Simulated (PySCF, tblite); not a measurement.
# C₆H₁₁BO₂: geometry, infrared bands and NMR shifts

What infrared bands and NMR shifts should C₆H₁₁BO₂ (`C=CC[C@@H]1CCOBO1`) show?

Programs: tblite 0.8.0 and PySCF 2.14.0, with density-fitted response routines of our own. Each step states its level of theory. These are calculated values for one molecule in the gas phase, unless marked as measured. Atoms are numbered from 0 throughout.

## (1) The molecule as given

20 atoms, charge 0, multiplicity 1; geometry from: force field or distance geometry start.

Bonds of the start (Å): C0–C1 1.35, C1–C2 1.48, C2–C3 1.52, C3–C4 1.49, C4–C5 1.52, C5–O6 1.40, O6–B7 1.47, B7–O8 1.46, O8–C3 1.38, C0–H9 1.08, C0–H10 1.08, C1–H11 1.08, C2–H12 1.11, C2–H13 1.10, C3–H14 1.11, C4–H15 1.12, C4–H16 1.10, C5–H17 1.10, C5–H18 1.11, B7–H19 1.18.

## (2) Relaxing the molecule with GFN2-xTB

Job settings and geometry (Å):

```
{"job": {"kind": "relax", "xc": "GFN2-xTB", "basis": "xTB"}, "charge": 0, "multiplicity": 1}
C      3.218800     0.225700     0.028900
C      1.984700     0.119000    -0.497500
C      0.914900     0.877600     0.179800
C     -0.197000    -0.019400     0.689600
C     -0.758500    -0.764800    -0.466600
C     -2.164800    -1.231800    -0.107300
O     -2.961400    -0.092000    -0.262500
B     -2.195100     1.026700     0.299600
O     -1.202600     0.693600     1.314800
H      4.055200    -0.309000    -0.403000
H      3.419000     0.843500     0.890400
H      1.826900    -0.524300    -1.356800
H      0.404000     1.598800    -0.492400
H      1.309200     1.423400     1.048400
H      0.227900    -0.739600     1.426000
H     -0.922700     0.004400    -1.265800
H     -0.121500    -1.566700    -0.861500
H     -2.512300    -2.082200    -0.718800
H     -2.192300    -1.548800     0.954300
H     -2.137500     2.076800    -0.228800
```

Run with:

```bash
OMP_NUM_THREADS=1 python probes_run.py task.json out
```

The driver reads the jobs from task.json and runs them one after another.

**Question.** This job is followed by: GFN2-xTB harmonic vibrations, gas phase; GIAO PBE0/pcSseg-1 NMR shielding, non-relativistic, gas phase. What will the session give for the following? strongest single infrared mode (GFN2-xTB); zero-point energy (GFN2-xTB); ¹³C shifts against TMS (PBE0/pcSseg-1); ¹H shifts against TMS (PBE0/pcSseg-1); ¹⁷O shifts against H2O (PBE0/pcSseg-1); ¹¹B shifts against BF3·OEt2 (PBE0/pcSseg-1); surface potential, 1st and 99th percentile.

As calculated:

```
                                   quantity                                                                 value
  strongest single infrared mode (GFN2-xTB)                                                 1241 cm⁻¹, 333 km/mol
               zero-point energy (GFN2-xTB)                                                        103.1 kcal/mol
     ¹³C shifts against TMS (PBE0/pcSseg-1)                              142.6, 125.8, 76.3, 64.7, 48.6, 36.6 ppm
      ¹H shifts against TMS (PBE0/pcSseg-1)  6.11, 5.62, 5.48, 4.32, 4.21, 3.97, 3.83, 2.72, 2.19, 1.92, 1.52 ppm
     ¹⁷O shifts against H2O (PBE0/pcSseg-1)                                                      157.1, 129.3 ppm
¹¹B shifts against BF3·OEt2 (PBE0/pcSseg-1)                                                              22.8 ppm
      surface potential, 1st and 99th percentile                                                    -1.38 V and 1.01 V
```

In words: Over 103 steps the energy fell by 1.740 eV; of the close pairs, O6–B7 changed most, 1.468 to 1.352 Å. No mode is imaginary among the 54: a minimum at this level. The strongest single mode, at 1241 cm⁻¹, is spread over many atoms; the largest shares are those of B7, H16. Unscaled tight-binding wavenumbers are off by several per cent, some by more. Its intensities can rank the bands wrongly. C1 (alkene CH) lies farthest downfield among carbon, at 142.6 ppm; an sp2 carbon of a C=C bond. The most deshielded hydrogen is H11 (hydrogen on an alkene CH), at 6.11 ppm: attached to an sp2 carbon and in the plane of the double bond. At PBE0/pcSseg-1: The widest tensor belongs to O6: span 265 ppm, with a paramagnetic part of -186 ppm.
